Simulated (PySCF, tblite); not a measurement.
# C₄H₁₂N₂Si₂: geometry, infrared bands and NMR shifts

What infrared bands and NMR shifts should C₄H₁₂N₂Si₂ (`N#C[SiH2]CNCC[SiH3]`) show?

Computed with tblite 0.8.0 and PySCF 2.14.0, with density-fitted response routines of our own, on a single molecule in the gas phase. Atoms are numbered from 0 throughout.

### Step 1. The molecule as given

20 atoms, charge 0, multiplicity 1; geometry from: force field or distance geometry start.

Bonds of the start (Å): N0–C1 1.15, C1–Si2 1.85, Si2–C3 1.85, C3–N4 1.43, N4–C5 1.43, C5–C6 1.52, C6–Si7 1.86, Si2–H8 1.47, Si2–H9 1.46, C3–H10 1.14, C3–H11 1.10, N4–H12 1.04, C5–H13 1.10, C5–H14 1.14, C6–H15 1.12, C6–H16 1.11, Si7–H17 1.47, Si7–H18 1.47, Si7–H19 1.48.

### Step 2. Optimising the geometry with GFN2-xTB

What the job is given:

```
{"job": {"kind": "relax", "xc": "GFN2-xTB", "basis": "xTB"}, "charge": 0, "multiplicity": 1}
N     -3.606300     2.656100    -0.562400
C     -3.160600     1.720300    -0.057600
Si    -2.431700     0.239500     0.767500
C     -1.758600    -0.928700    -0.503500
N     -0.397500    -1.296400    -0.264400
C      0.548400    -0.230600    -0.278000
C      1.972000    -0.701200    -0.034500
Si     3.082400     0.792600    -0.061200
H     -3.474700    -0.431400     1.549700
H     -1.419200     0.724200     1.708600
H     -2.346300    -1.897900    -0.389600
H     -1.996200    -0.581900    -1.522700
H     -0.316400    -1.865600     0.606700
H      0.523100     0.411600    -1.176600
H      0.268900     0.448000     0.590700
H      2.036600    -1.154000     0.984200
H      2.233600    -1.446900    -0.811100
H      2.475600     1.919200     0.660000
H      3.366400     1.089500    -1.467800
H      4.395300     0.544300     0.569300
```

The run is started by

```console
$ OMP_NUM_THREADS=1 python probes_run.py task.json out
```

This one command runs all jobs of the session in turn.

**Question.** This job is followed by: GFN2-xTB harmonic vibrations, gas phase; GIAO PBE0/pcSseg-1 NMR shielding, non-relativistic, gas phase. Predict these results of the whole session: strongest single infrared mode (GFN2-xTB); zero-point energy (GFN2-xTB); 13C shifts against TMS (PBE0/pcSseg-1); 1H shifts against TMS (PBE0/pcSseg-1, means over atoms taken as alike); 15N shifts against NH3 (PBE0/pcSseg-1); 29Si shifts against TMS (PBE0/pcSseg-1).

**Answer**, as computed:

```
                                                              quantity                                    value
                             strongest single infrared mode (GFN2-xTB)                    2258 cm⁻¹, 387 km/mol
                                          zero-point energy (GFN2-xTB)                            92.5 kcal/mol
                                13C shifts against TMS (PBE0/pcSseg-1)              126.4, 53.8, 39.1, 13.9 ppm
1H shifts against TMS (PBE0/pcSseg-1, means over atoms taken as alike)  4.19, 3.91, 3.12, 3.11, 0.96, -0.26 ppm
                                15N shifts against NH3 (PBE0/pcSseg-1)                          372.3, 63.6 ppm
                               29Si shifts against TMS (PBE0/pcSseg-1)                         -73.5, -73.8 ppm
```

**Reading.** The optimisation took 166 steps and gained 0.539 eV; among the close pairs (by a distance rule), Si2–C3 changed most, from 1.853 to 1.925 Å. No mode is imaginary among the 54: a minimum at this level. The strongest single mode, at 2258 cm⁻¹, moves mainly H19. Unscaled tight-binding wavenumbers are off by several per cent, some by more. Its intensities can rank the bands wrongly. At PBE0/pcSseg-1: The widest tensor belongs to N0: span 572 ppm, with a paramagnetic part of -443 ppm.
